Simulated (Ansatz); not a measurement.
Task: a ranking of polymorphs by energy of 2 structures of TiH, with Ansatz 0.2.0 through its Python package. Give the script and its output. Level of theory (first run): LDA, norm-conserving potentials, the default cutoff (1143 eV here), 10×10×5 k-points, Fermi-Dirac smearing of 0.1 eV.

`tih_p6_3_mmc.cif`
```cif
data_TiH
_cell_length_a 2.877582
_cell_length_b 2.877582
_cell_length_c 5.263294
_cell_angle_alpha 90.00000
_cell_angle_beta 90.00000
_cell_angle_gamma 120.00000
_symmetry_space_group_name_H-M 'P 1'
_symmetry_Int_Tables_number 1
loop_
_symmetry_equiv_pos_as_xyz
'x, y, z'
loop_
_atom_site_label
_atom_site_type_symbol
_atom_site_fract_x
_atom_site_fract_y
_atom_site_fract_z
Ti1 Ti    0.000000    0.000000    0.000000
Ti2 Ti    0.000000    0.000000    0.500000
H3 H    0.666667    0.333333    0.750000
H4 H    0.333333    0.666667    0.250000
```

Input file `tih_fm_3m.xyz`:
```text
2
Lattice="0.0 2.08969722 2.08969722 2.08969722 0.0 2.08969722 2.08969722 2.08969722 0.0" Properties=species:S:1:pos:R:3 pbc="T T T"
Ti    0.00000000    0.00000000    0.00000000
H     2.08969722    2.08969722    2.08969722
```

`run_polymorphs.py`
```python
# -*- coding: utf-8 -*-
"""Polymorphs of TiH, at the given cells."""

import warnings

import ansatz as az
from ase.io import read
import numpy as np
import spglib
from tabulate import tabulate


def compute(name, crystal):
    calc = (
        crystal.calculation()
        .functional("lda")
        .pseudopotentials("nc")
        .accuracy("medium")
        .scf(tolerance=1e-07)
        .kpoints(spacing=0.26)
        .occupations("fermi_dirac", width=0.1)
        .stress()
        .band_table()
    )
    return calc.run()


def volume_per_atom(outcome):
    return abs(np.linalg.det(outcome.lattice.cell_ang)) / len(outcome.lattice.sites)


def space_group(outcome):
    sites = outcome.report["lattice"]["sites"]
    kinds = sorted({site["symbol"] for site in sites})
    cell = (outcome.lattice.cell_ang, [site["position_frac"] for site in sites], [kinds.index(site["symbol"]) for site in sites])
    return spglib.get_spacegroup(cell, symprec=0.01)


def pressure_gpa(outcome):
    return float(np.trace(outcome.report["stress_gpa"]) / 3)


def main():
    warnings.simplefilter("ignore", az.DeckWarning)

    phases = {}
    atoms = read("tih_p6_3_mmc.cif")
    p6_3_mmc = az.Crystal.from_ase(atoms)
    phases["P6_3/mmc"] = p6_3_mmc
    fm_3m = az.Crystal.from_extxyz("tih_fm_3m.xyz")
    phases["Fm-3m"] = fm_3m

    done = {}
    for name, crystal in phases.items():
        try:
            done[name] = compute(name, crystal)
        except az.NonConvergedError as error:
            print(name, "did not converge:", str(error)[:120])

    energy = {name: o.report["energy_sigma0_ev"] / len(o.lattice.sites) for name, o in done.items()}
    lowest = min(energy.values())
    rows = [(name, len(o.lattice.sites), 1000 * (energy[name] - lowest), volume_per_atom(o), space_group(o), pressure_gpa(o)) for name, o in done.items()]
    rows.sort(key=lambda row: row[2])
    print(tabulate(rows, headers=["phase", "atoms", "dE (meV/atom)", "V (A^3/atom)", "space group", "P (GPa)"], floatfmt=".4f", tablefmt="github"))


if __name__ == "__main__":
    main()
```

Output of `python run_polymorphs.py`:
```text
| phase    |   atoms |   dE (meV/atom) |   V (A^3/atom) | space group    |   P (GPa) |
|----------|---------|-----------------|----------------|----------------|-----------|
| Fm-3m    |       2 |          0.0000 |         9.1254 | Fm-3m (225)    |   -7.6513 |
| P6_3/mmc |       4 |        179.9056 |         9.4359 | P6_3/mmc (194) |   -8.8185 |
```

By space group at the end of each run: Fm-3m (+0 meV an atom, 9.1 Å³) and P6_3/mmc (+180 meV an atom, 9.4 Å³).

Reading the output:
- The settings weren't tested for convergence.
- For the metals among these phases the mesh is modest: differences between phases can be off by up to 40 meV an atom.
- The program warned that this SCF threshold is loose for forces or stresses.
- Pressure is positive in compression.
- The cells come from databases of deposited and of computed structures, and not all need be stable phases.
- The ranking holds among these structures alone, at zero temperature; the ground state may be another structure. Differences under about 40 meV an atom lie within the error of mesh and functional.
- The script silences the warnings on its input, which a real study should read.
- Run time: 7.2 s on 1 thread of Arm Neoverse V2, on a shared host, peak memory 0.45 GiB.

(A comment or docstring line of the script was reworded after the run, the code is as it ran; lines on the test bed's own set-up are left out of the output.)
